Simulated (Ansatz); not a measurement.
Sn3Se:

```
Sn Se
1.0
     4.74188    0.00000    0.00000
     0.00000    4.74188    0.00000
     0.00000    0.00000    4.74188
Sn Se
3 1
Direct
  0.50000 0.50000 0.00000
  0.50000 0.00000 0.50000
  0.00000 0.50000 0.50000
  0.00000 0.00000 0.00000
```

The cell comes from a database or a generator and needn't be the stable form of this composition.

Program: Ansatz 0.2.0. Alike in all runs: task single point; level PBE0 form with a typed share of exact exchange; potentials or basis Ansatz PAW; no spin polarisation; cell as given; k mesh 3 × 3 × 3; cutoff (eV) 420; smearing fermi-dirac 0.05 eV; the mesh is coarse, so values aren't converged. Hardware: 2 threads of Arm Neoverse V2 (shared host).

**Question.** Order these runs on this cell by their wall time, lowest first.
A. share of exact exchange 0.1
B. share of exact exchange 0.35
C. share of exact exchange 0

**Answer.** C (0.83 s), B (17 s), A (38 s).

Caveats: all runs use coarse meshes.
